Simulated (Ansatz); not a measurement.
# GeH5O (doublet): wave-function methods side by side at distance O1–H3 along a hydrogen transfer = 1.273 Å, cc-pVDZ

The task here is to estimate one member of a computed series from the others.

Method: cc-pVDZ, core rule «outside noble gas», up to 15 orbitals frozen; program: Ansatz 0.2.0, Gaussian basis.

Plan: UHF; CCSD(T) on ROHF; CCSD(T) on UHF; BCCD(T) on ROHF; CISD; CCSDT(Q) on ROHF; CCSDT(Q) on UHF; CASSCF and MRCISD+Q, 3 electrons in 3 orbitals; CASSCF and NEVPT2, 3 electrons in 3 orbitals.

4 further runs of the same task are left out: 4 that didn't finish.

### The system

The geometry derives from fragments relaxed apart (PBE0/def2-TZVP) and kept rigid, so it is no stationary point. A hydrogen atom is moved between rigid fragments. No spin-orbit coupling is included. The filled d shell of Ge may be among the frozen orbitals whatever the setting's name suggests; the logs give the count.

7 atoms, charge 0, spin multiplicity 2.

Atoms are counted from 1 here; the program's logs count them from 0.

Bond lengths: O1–H2 0.960 Å, H3–Ge4 1.947 Å, Ge4–H5 1.539 Å, Ge4–H6 1.539 Å, Ge4–H7 1.539 Å. Angles: H3–Ge4–H5 107.7°, H3–Ge4–H6 107.7°, H3–Ge4–H7 107.7°, H5–Ge4–H6 111.2°, H5–Ge4–H7 111.2°, H6–Ge4–H7 111.2°.

The first run:

in.yaml reads:

```yaml
crystal:
  periodic: [false, false, false]
  atoms:
    - {symbol: O, position_ang: [-2.626909, -0.009969, -0.000001]}
    - {symbol: H, position_ang: [-2.876219, 0.916606, -0.000001]}
    - {symbol: H, position_ang: [-1.353909, -0.009969, -0.000001]}
    - {symbol: Ge, position_ang: [0.593091, -0.009969, 0.000000]}
    - {symbol: H, position_ang: [1.061758, -1.475884, 0.000000]}
    - {symbol: H, position_ang: [1.061760, 0.722988, -1.269519]}
    - {symbol: H, position_ang: [1.061759, 0.722988, 1.269520]}
basis:
  gaussian: {orbitals: cc-pVDZ}
magnetization: {spin_polarized: true, initial_magnetization: 1}
hamiltonian: {xc: hf}
output: {orbitals: {seedname: orbitals}}
```

The run is started by

```console
> ansatz run in.yaml --threads 1 --pin off --events-out ev --progress --plain --max-ram 2502MiB
```

Among the steps run: UHF; CCSD(T) on ROHF; CCSD(T) on UHF; BCCD(T) on ROHF; CISD; CCSDT(Q) on ROHF; CCSDT(Q) on UHF; CASSCF and MRCISD+Q, 3 electrons in 3 orbitals; CASSCF and NEVPT2, 3 electrons in 3 orbitals.

One of the session's tables, all rows but one given; the rest of the session is left out.

| method | from UCCSDT(Q) (kcal/mol) |
| --- | --- |
| ROHF | +224.91 |
| UHF | +217.72 |
| RMP2 | +26.64 |
| UMP2 | ? |
| CISD | +26.72 |
| RCCSD | +5.79 |
| UCCSD | +5.47 |
| RCCSD(T) | +1.14 |
| UCCSD(T) | +1.14 |
| BCCD(T) | +1.14 |
| RCCSDT | +0.56 |
| UCCSDT | +0.49 |
| RCCSDT(Q) | +0.04 |
| UCCSDT(Q) | 0 |
| CASSCF pair | +202.90 |
| NEVPT2 pair | +26.73 |
| MRCISD pair | +22.04 |
| MRCISD+Q pair | +3.48 |

**Question.** Estimate the row for UMP2.

**Answer.** from UCCSDT(Q) (kcal/mol): +31.25. In the column «from UCCSDT(Q) (kcal/mol)» it lies between NEVPT2 pair (+26.73) and CASSCF pair (+202.90).

Caveats from the session: Restricted and unrestricted rows rest on different reference determinants; where their highest levels disagree by more than a few hundredths of an eV, they describe different states and don't form one ladder.
